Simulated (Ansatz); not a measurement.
# C2H9NO2Si: molecular dynamics

The plan is to follow the molecule's vibrations and see whether its bonds hold. The start is relaxed first. Runs: 40 steps of 2.5 fs at constant energy, with velocities drawn for 500 K. SMILES of the start: N[SiH2]COCO.

Method: RKS CAM-B3LYP-D4/STO-3G, in Ansatz 0.2.0.

## (1) Starting point

Bond lengths: N1–Si2 1.675 Å, Si2–C3 1.871 Å, C3–O4 1.398 Å, O4–C5 1.386 Å, C5–O6 1.403 Å, N1–H7 1.021 Å, N1–H8 0.954 Å, Si2–H9 1.475 Å, Si2–H10 1.505 Å, C3–H11 1.110 Å, C3–H12 1.122 Å, C5–H13 1.099 Å, C5–H14 1.077 Å, O6–H15 0.987 Å. Angles (14 of 23 angles, heavy atoms first): N1–Si2–C3 108.8°, Si2–C3–O4 119.8°, C3–O4–C5 117.8°, O4–C5–O6 110.0°, N1–Si2–H9 109.0°, N1–Si2–H10 107.0°, C3–Si2–H9 111.7°, C3–Si2–H10 111.6°, Si2–N1–H7 107.6°, Si2–N1–H8 111.4°, Si2–C3–H11 107.4°, Si2–C3–H12 107.4°, O4–C3–H11 107.1°, O4–C3–H12 110.3°.

Coordinates:

```xyz
15

N    -2.1891    0.9073    1.0263
Si   -0.6497    1.5670    1.0417
C     0.5367    0.3440    0.2699
O     0.2130   -0.2636   -0.9474
C     1.1033   -1.1932   -1.4626
O     1.1458   -2.3264   -0.6367
H    -2.4317    0.7128    0.0539
H    -2.2235    0.0912    1.5197
H    -0.6682    2.8457    0.3074
H    -0.3036    1.8433    2.4798
H     1.5056    0.8665    0.1265
H     0.7676   -0.4346    1.0440
H     0.7686   -1.4474   -2.4776
H     2.0686   -0.7146   -1.4682
H     0.3348   -2.8487   -0.8473
```

## (2) Preparing the start

input.yaml reads:

```yaml
crystal:
  periodic: [false, false, false]
  atoms:
    - { symbol: "N", position_ang: [-2.1891, 0.9073, 1.0263] }
    - { symbol: Si, position_ang: [-0.6497, 1.567, 1.0417] }
    - { symbol: C, position_ang: [0.5367, 0.344, 0.2699] }
    - { symbol: O, position_ang: [0.213, -0.2636, -0.9474] }
    - { symbol: C, position_ang: [1.1033, -1.1932, -1.4626] }
    - { symbol: O, position_ang: [1.1458, -2.3264, -0.6367] }
    - { symbol: H, position_ang: [-2.4317, 0.7128, 0.0539] }
    - { symbol: H, position_ang: [-2.2235, 0.0912, 1.5197] }
    - { symbol: H, position_ang: [-0.6682, 2.8457, 0.3074] }
    - { symbol: H, position_ang: [-0.3036, 1.8433, 2.4798] }
    - { symbol: H, position_ang: [1.5056, 0.8665, 0.1265] }
    - { symbol: H, position_ang: [0.7676, -0.4346, 1.044] }
    - { symbol: H, position_ang: [0.7686, -1.4474, -2.4776] }
    - { symbol: H, position_ang: [2.0686, -0.7146, -1.4682] }
    - { symbol: H, position_ang: [0.3348, -2.8487, -0.8473] }
basis:
  gaussian: { orbitals: STO-3G }
hamiltonian:
  xc: cam_b3lyp
  dispersion: d4
relax:
  f_tol: 0.02
  max_steps: 40
```

The run is started by

```
> ansatz run input.yaml --threads 1 --pin off --max-ram 2048MiB --backend cpu --events-out ev --progress --plain --runs-dir out
```

Further steps of the session: The run.

**Question.** What will these runs give? Wanted: relaxation of the start; temperature, first and last step; temperature, second half; potential energy, second half; largest change of the total energy; bonds formed or broken.

The runs gave:

| quantity | value |
| --- | --- |
| relaxation of the start | 7 moves, 1.178 eV lower |
| length | 40 steps of 2.5 fs |
| temperature, first and last step | 500 and 377458 K |
| temperature, second half | mean 377367 K, from 376976 to 377813 K |
| potential energy, second half | +2423 meV/atom from the start |
| largest change of the total energy | 44663.79 meV/atom |
| bonds formed or broken | 4 |

What this shows: The temperature runs away to 383047 K: the integration has become unstable, and nothing after that is physical. Averages from a run of 100 fs with 15 atoms are rough. The nuclei move classically, without zero-point motion, which matters most for hydrogen. The basis is very small, so the numbers are rough.
